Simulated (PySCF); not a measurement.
# SnTe: bond curves at several levels of theory

What are the lowest state that PBE0 finds, the bond length, vibrational wavenumber and bond energy of SnTe, and how much do these hang on the method?

Method: Sn cc-pVDZ-PP with ECP28, Te cc-pVDZ-PP with ECP28, scalar-relativistic core potentials; program: PySCF 2.14.0.

### 1 The job

Settings of the job:

| Property | Result |
| --- | --- |
| atoms | Sn, Te |
| charge | 0 |
| basis | Sn cc-pVDZ-PP with ECP28, Te cc-pVDZ-PP with ECP28 |
| Hamiltonian | scalar-relativistic core potentials |
| basis functions | 46 |
| electrons treated | 46 |
| masses in u | 119.9022, 129.9062 |
| levels | PBE0, PBE, r²SCAN, M06-L, B97-3, r²SCANh, HF, MP2, SCS-MP2, CCSD, CCSD(T) |
| grid | 80 radial by 434 angular points |
| occupations | held fixed by the projection of orbital angular momentum |
| dissociation limit | Sn + Te, each in its ground configuration |
| starting distance in angstrom | 2.670 |
| values of 2S to try | 0, 2, 4 |

Run with:

```sh
OMP_NUM_THREADS=1 python dia.py task.json out
```

Further steps of the session: The PBE0 curve of the state that the search chose; Higher solutions at PBE0; PBE; r²SCAN; M06-L (meta-GGA); B97-3 (global hybrid GGA); r²SCANh; RHF (mean field); MP2 and coupled cluster.

**Question.** What will these runs give? Wanted: for each run, Re; ωe; De; μ.

As calculated:

Lowest PBE0 solution found, without spin–orbit coupling: ¹Σ⁺ (singlet), closed shell. State 2 has its PBE0 minimum 1.67 eV higher. State 3 has its PBE0 minimum 3.78 eV higher. The other levels ran on the lowest alone.

```
      level  Re (Å)  ωe (cm⁻¹)  De (eV)  μ (D)
        RHF   2.517      284.6     1.78  -3.18
    RHF-MP2   2.556      263.6     3.69    n/a
RHF-SCS-MP2   2.557      263.6     3.52    n/a
   RHF-CCSD   2.551      266.9     3.32    n/a
RHF-CCSD(T)   2.573      251.8     3.58    n/a
        PBE   2.568      251.0     4.32  -2.19
     r²SCAN   2.544      262.3     4.04  -2.30
      M06-L   2.568      254.6     4.53  -2.13
    r²SCANh   2.534      267.2     3.93  -2.38
       PBE0   2.534      268.1     3.97  -2.46
      B97-3   2.549      263.3     3.96  -2.63
```

De is counted to Sn + Te in their ground configurations. A positive dipole means Sn(−)Te(+).

**Reading.** The methods spread over 0.057 Å in bond length, from RHF to RHF-CCSD(T). Of the levels with a De here, RHF gives the least (1.78 eV) and M06-L the most (4.53 eV).

Correlated steps freeze 8 core orbitals. These are scalar-relativistic numbers at best; spin–orbit coupling would shift them, the dissociation energy most. T1 is 0.021 near the minimum (highest on the curve 0.045), which may point to more than one leading configuration.
